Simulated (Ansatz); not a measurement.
Runs of Ansatz 0.2.0 on HfB. Symmetry: Fm-3m, No. 225, cubic system. The conventional cell has a = 4.620 Å, b = 4.620 Å, c = 4.620 Å, α = 90.00°, β = 90.00°, γ = 90.00°. Around Hf (site symmetry m-3m) lie 6 B at 2.31 Å. B (site symmetry m-3m) has 6 Hf at 2.31 Å as nearest neighbours. 

```csv
task,level,cell,k mesh,atoms under strain,gap on the mesh (eV),pressure (GPa),relaxed volume (Å³/atom)
relaxation of cell and atoms,BLYP+D4,relaxed,10 × 10 × 10,-,none,0.0,14.00
relaxation of cell and atoms,BLYP+D3(BJ),relaxed,10 × 10 × 10,-,none,0.0,(a)
phonons,LDA,as given,7 × 7 × 7,-,none,-,-
elastic constants,LDA,as given,7 × 7 × 7,relaxed,none,17.9,-
```

Alike in all rows: potentials or basis Ansatz PAW; no spin polarisation; cutoff (eV) 420; smearing fermi-dirac 0.05 eV.

Estimate the missing entries.

(a) 13.75.

Caveats: the PAW data sets come from PBE, with cores solved anew for the run's functional, which leaves a small shift of forces and pressure; the plane-wave basis is chosen anew once the cell has moved, so the energies of steps on either side of that aren't comparable (some runs); pairwise dispersion overbinds metals, which lowers pressure and volume (some runs); the volume moved by +14 % from the deposited cell, more than functionals usually miss (some runs); the volume moved by +12 % from the deposited cell, more than functionals usually miss (some runs); the cell is more than 3 GPa from zero pressure, which shifts response properties (some runs); elastic constants of metals need much finer meshes, so these are rough (some runs).

A k mesh can miss the band edges, and the runs leave out spin-orbit coupling on Hf.

A gap of «none» marks a metal or a gap under the smearing width.

Runs at the PBE level aren't shown here.
